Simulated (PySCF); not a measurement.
**RuF2: structure of the triplet**

Where does triplet RuF2 go from a linear start, is the end point a minimum, and what are its modes, charges and moments?

The runs use PySCF 2.14.0; PBE0, basis Ru def2-TZVP with ECP28, F def2-TZVP, scalar-relativistic core potentials, no spin–orbit coupling, density fitting.

## Step 1: The starting structure

3 atoms, charge 0, spin multiplicity 3.

Bond lengths: Ru1–F2 1.890 Å, Ru1–F3 1.890 Å. Angles: F2–Ru1–F3 180.0°.

Z-matrix (Å, degrees; charge 0 multiplicity 3):
```
Ru
F  1 1.8900
F  1 1.8900 2 180.00
```

## Step 2: The SCF at the typed geometry

One driver script runs all steps and calls PySCF; scf.py shows how it sets up the SCF of each step. The optimiser is the driver's own. After this first run the driver tries any further starts and a stability analysis.

Contents of scf.py:

```python
from pyscf import gto, scf, dft
mol = gto.M(atom='''
Ru     0.000000     0.000000     0.000000
F      0.000000     0.000000     1.890000
F      0.000000     0.000000    -1.890000''',
    basis={'Ru': 'def2-TZVP', 'F': 'def2-TZVP'},
    ecp={'Ru': 'def2-TZVP'},
    charge=0, spin=2)
mf = dft.UKS(mol, xc='PBE0')
mf.grids.atom_grid = (50, 194)
aux = {'Ru': 'def2-universal-JKFIT', 'F': 'def2-universal-JKFIT'}
mf = mf.density_fit(auxbasis=aux)
mf.conv_tol = 1e-08
mf.diis_space = 10
mf.max_cycle = 60
mf.init_guess = 'minao'
mf.verbose = 4
mf.kernel()
```

Launch:

```console
$ OMP_NUM_THREADS=4 python axn.py task.json out
```

After this run come: Relaxing the triplet from the linear start; Frequencies.

Q: Predict the outcome of this session. Wanted: minimum; geometry; wavenumbers; dipole moment; highest occupied, lowest empty level; polar-tensor charge of Ru1; zero-point energy; atomisation energy; ⟨S²⟩.

As calculated:

| quantity | value |
| --- | --- |
| minimum | broken-symmetry (Ms = 1), D∞h |
| geometry | Ru–F 1.853 Å (×2); F–Ru–F 180.0° |
| wavenumbers (cm⁻¹) | 151, 158, 638, 682 |
| dipole moment | 0.00 D |
| highest occupied, lowest empty level (either spin) | -7.69, -4.27 eV |
| polar-tensor charge of Ru1 | +1.44 e |
| zero-point energy | 9.7 kJ/mol |
| entropy at 298.15 K | 268.4 J/(mol K) |
| atomisation energy (no zero-point energy) | 828 kJ/mol |
| ⟨S²⟩ | 2.809 |

In words: The molecule stays D∞h, as typed, and the end point is a minimum. The determinant is spin-contaminated (⟨S²⟩ = 2.81 against 2.00), so it is no pure spin state. In the infrared the band at 682 cm⁻¹ (stretch) leads. Ru1 has a polar-tensor charge of +1.4 e (a dipole derivative, not a static charge), yet symmetry cancels the bond dipoles. The first SCF alone would have been 36 kJ/mol too high. Other starts or spin states, not run here, may lie lower. The SCF density has lower symmetry than the nuclear frame. One determinant may miss the lowest occupation of an open d or f shell.
